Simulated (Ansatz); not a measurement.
# CH7NO3Ti: how energies converge with the basis set

How large a basis does CH7NO3Ti need? Two functionals are run in growing sets.

Program: Ansatz 0.2.0, Gaussian basis. Level of theory: one geometry, several basis sets. These are calculated values, not measurements.

The runs, in order: PBE0-D4/def2-SVP; ωB97M-V/def2-SVP; PBE0-D4/def2-QZVPP; ωB97M-V/def2-QZVPP; the functionals' def2-TZVPP values are taken from earlier runs.

## (1) The geometry

An earlier PBE0-D4 in a triple-zeta def2 set relaxation fixed the geometry.

SMILES `C[NH][Ti]([OH])([OH])[OH]`, 13 atoms, charge 0, spin multiplicity 1.

Atoms are counted from 1 here; the program's logs count them from 0.

Bond lengths: C1–N2 1.444 Å, C1–H7 1.097 Å, C1–H8 1.092 Å, C1–H9 1.096 Å, N2–Ti3 1.872 Å, N2–H10 1.012 Å, Ti3–O4 1.810 Å, Ti3–O5 1.808 Å, Ti3–O6 1.811 Å, O4–H11 0.957 Å, O5–H12 0.957 Å, O6–H13 0.957 Å. Angles: N2–C1–H7 112.2°, N2–C1–H8 109.8°, N2–C1–H9 112.0°, H7–C1–H8 107.6°, H7–C1–H9 107.9°, H8–C1–H9 107.2°, C1–N2–Ti3 128.6°, C1–N2–H10 112.9°, Ti3–N2–H10 118.3°, N2–Ti3–O4 110.7°, N2–Ti3–O5 106.9°, N2–Ti3–O6 107.4°, O4–Ti3–O5 108.8°, O4–Ti3–O6 108.3°, O5–Ti3–O6 114.8°, Ti3–O4–H11 130.4°, Ti3–O5–H12 131.0°, Ti3–O6–H13 131.1°.

Coordinates:

```xyz
13
CH7NO3Ti
C     1.2585   -1.5508    0.3360
N     0.7289   -0.5159   -0.5208
Ti   -0.4936    0.8373   -0.0977
O    -2.1929    0.2563   -0.3205
O    -0.1870    2.1993   -1.2470
O    -0.2580    1.2516    1.6496
H     1.0096   -2.5561   -0.0268
H     0.8408   -1.4495    1.3398
H     2.3488   -1.4867    0.4303
H     1.1615   -0.5028   -1.4359
H    -2.5248   -0.5900   -0.6195
H    -0.7802    2.6780   -1.8257
H    -0.8911    1.3946    2.3528
```

## (2) PBE0-D4 in def2-SVP

The input, in.yaml:

```yaml
crystal:
  periodic: [false, false, false]
  atoms:
    - {symbol: C, position_ang: [1.258492, -1.550834, 0.335995]}
    - {symbol: N, position_ang: [0.728934, -0.515885, -0.520750]}
    - {symbol: Ti, position_ang: [-0.493627, 0.837304, -0.097745]}
    - {symbol: O, position_ang: [-2.192887, 0.256294, -0.320494]}
    - {symbol: O, position_ang: [-0.187032, 2.199276, -1.247011]}
    - {symbol: O, position_ang: [-0.258028, 1.251578, 1.649593]}
    - {symbol: H, position_ang: [1.009584, -2.556133, -0.026775]}
    - {symbol: H, position_ang: [0.840775, -1.449531, 1.339841]}
    - {symbol: H, position_ang: [2.348809, -1.486701, 0.430341]}
    - {symbol: H, position_ang: [1.161519, -0.502809, -1.435918]}
    - {symbol: H, position_ang: [-2.524801, -0.589990, -0.619454]}
    - {symbol: H, position_ang: [-0.780169, 2.678011, -1.825656]}
    - {symbol: H, position_ang: [-0.891070, 1.394620, 2.352834]}
basis:
  gaussian: {orbitals: def2-SVP}
hamiltonian: {xc: pbe0, dispersion: d4}
output: {orbitals: {seedname: orbitals}}
```

Run with:

```console
> ansatz run in.yaml --threads 4 --pin off --events-out ev --progress --plain --max-ram 11315MiB
```

Further steps of the session: ωB97M-V in def2-SVP; PBE0-D4 in def2-QZVPP; ωB97M-V in def2-QZVPP.

**Question.** What will the summary of the whole plan be? Wanted: PBE0-D4: double and triple zeta above quadruple; ωB97M-V: double and triple zeta above quadruple.

**Answer**, as computed:

| quantity | value |
| --- | --- |
| PBE0-D4: double and triple zeta above quadruple | 14.78, 0.95 eV |
| ωB97M-V: double and triple zeta above quadruple | 15.04, 0.89 eV |

PBE0-D4 gains 13.84 eV from double to triple zeta, then 0.95 eV more. Total energies overstate the basis error of differences, where much of it tends to cancel.
